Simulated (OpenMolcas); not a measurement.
# Pd³⁺ among point charges: CASSCF and CASPT2 levels and susceptibility

Aim: the splitting of the states of Pd³⁺ in the field of 5 point charges, its lowest levels with spin-orbit coupling and its magnetic susceptibility.

Program: OpenMolcas 26.06. Level of theory: state-averaged CASSCF and CASPT2, spin-orbit coupling by RASSI with atomic mean-field integrals. These are calculated values, not measurements, unless marked.

### 1 What is computed

* Species: Pd³⁺ (palladium, Z = 46, 43 electrons)
* Basis: ANO-RCC-VTZP [7s6p4d2f1g], 68 functions
* Scalar Hamiltonian: DKH2, point nucleus
* Inactive shells: 1s 2s 2p 3s 3p 3d 4s 4p
* Active space: 7 electrons in 5 orbitals (4d)
* Some configurations of this space: 4d7
* Orbitals: optimised for each spin and parity, averaged over all roots

Outer shells as boxes (Hund's rule):

4d7
```
4d [↑↓][↑↓][↑ ][↑ ][↑ ]
```

The ion sits among 5 point charges of -1.6 e arranged as a trigonal bipyramid (D3h), 2.17 Å from the ion.

The work runs as a chain of OpenMolcas steps in one folder; each step below is one input file. Labels, J, g values, rates, χT and fits are worked out afterwards by a script from the matrices that RASSI stores.

### 2 One- and two-electron integrals

Input file a.inp:

```
&GATEWAY
Coord
1

Pd 0.0 0.0 0.0
Basis=ANO-RCC-VTZP
Group=NoSym
NoMove
AngMom=0.0 0.0 0.0
AMFI
XField
5 Angstrom 0
2.170000 0.000000 0.000000 -1.600000
-1.085000 1.879275 0.000000 -1.600000
-1.085000 -1.879275 0.000000 -1.600000
0.000000 0.000000 2.170000 -1.600000
0.000000 0.000000 -2.170000 -1.600000
&SEWARD
```

Run with:

```sh
$ OMP_NUM_THREADS=1 MOLCAS_MEM=1689 MOLCAS_PROJECT=a pymolcas a.inp > a.log
```

### 3 CASSCF: quartets, 10 roots

Input file a.inp:

```
&RASSCF
FileOrb=start.orb
Symmetry=1
Spin=4
nActEl=7 0 0
Inactive=18
Ras2=5
CIRoot=10 10 1
SDav=10
CIMx=300
Iter=120 100
PrWF=0.3
OrbListing=Nothing
MaxOrb=0
>>> COPY $Project.JobIph JOB001
```

start.orb holds the contracted functions of the basis, ordered by shell, or the orbitals of the step before.

### 4 Reference wave functions, doublets, 40 roots

Input file a.inp:

```
&RASSCF
FileOrb=start.orb
Symmetry=1
Spin=2
nActEl=7 0 0
Inactive=18
Ras2=5
CIRoot=40 40 1
SDav=40
CIMx=300
Iter=120 100
PrWF=0.3
OrbListing=Nothing
MaxOrb=0
>>> COPY $Project.JobIph JOB002
```

### 5 State interaction with spin-orbit coupling

Input file a.inp:

```
&RASSI
NrOfJobIphs=2 10 40
1 2 3 4 5 6 7 8 9 10
1 2 3 4 5 6 7 8 9 10 11 12 13 14 15 16 17 18 19 20 21 22 23 24 25 26 27
28 29 30 31 32 33 34 35 36 37 38 39 40
IphNames
JOB001
JOB002
EJob
SpinOrbit
DIPRint=1.0
SOCoupling=1000.0
Subsets=2
Property=9
'ANGMOM' 1 'ANGMOM' 2 'ANGMOM' 3 'MLTPL  1' 1 'MLTPL  1' 2 'MLTPL  1' 3
'AMFI' 1 'AMFI' 2 'AMFI' 3
SOProperty=3
'ANGMOM' 1 'ANGMOM' 2 'ANGMOM' 3
```

### 6 CASPT2: IPEA 0.25, imaginary shift 0.1 (closed shells correlated: 4s 4p)

Input file a.inp:

```
>>> COPY JOB001 $Project.JobIph
&CASPT2
Multistate=10 1 2 3 4 5 6 7 8 9 10
NoMult
Frozen=14
IPEA=0.25
Imaginary=0.1
MaxIter=60
WThr=0.0 0.3 0.05
PrWF=0.5
NoMix
>>> COPY JOB002 $Project.JobIph
&CASPT2
Multistate=40 1 2 3 4 5 6 7 8 9 10 11 12 13 14 15 16 17 18 19 20 21 22
23 24 25 26 27 28 29 30 31 32 33 34 35 36 37 38 39 40
NoMult
Frozen=14
IPEA=0.25
Imaginary=0.1
MaxIter=60
WThr=0.0 0.3 0.05
PrWF=0.5
NoMix
```

(Steps that only read results are left out.)

**Question.** What will these runs give? Wanted: spin-free ground state; first state of the same spin within the active space; lowest level; next level.

**Answer**, as computed:

```
                                            quantity                                                                        value
                                              method  SS-CASPT2, IPEA 0.25, imaginary shift 0.1 (closed shells correlated: 4s 4p)
                              spin-free ground state                                              4A2, 1-fold in its orbital part
first state of the same spin within the active space                                                             4A1 at 1.03 cm⁻¹
                                        lowest level                                           2-fold E3/2, g = 0.00, 0.00, 11.96
                                          next level                                                                   938.5 cm⁻¹
                                         χT at 300 K                                                               4.79 cm³ K/mol
                           effective moment at 300 K                                                                      6.19 μB
```

Cost by method:

```
                                              method  time of its own steps  time with the reference
                                           A. CASSCF                   13 s                     13 s
B. SS-CASPT2, IPEA 0.25, imaginary shift 0.1, +4s 4p                   15 s                     27 s
```

Times are of one thread on a shared host.

What this shows: The spin-free ground state (4A2) comes to 100 % from free-ion F terms and keeps the highest spin of the shell. χT at 300 K is 4.79, against 1.88 cm³ K/mol for the spin alone, so orbital moment adds to it. An active space of the d shell alone favours high spin; real ions in strong fields can be low spin. CASPT2 does not keep the components of a term degenerate, and the means are used. The field of point charges can differ much from that of real complexes. With metal d orbitals alone active, the gaps between spin states are rough; where two lie within a few thousand cm-1, their order is open. This is an electrostatic model: the charges have no orbitals.
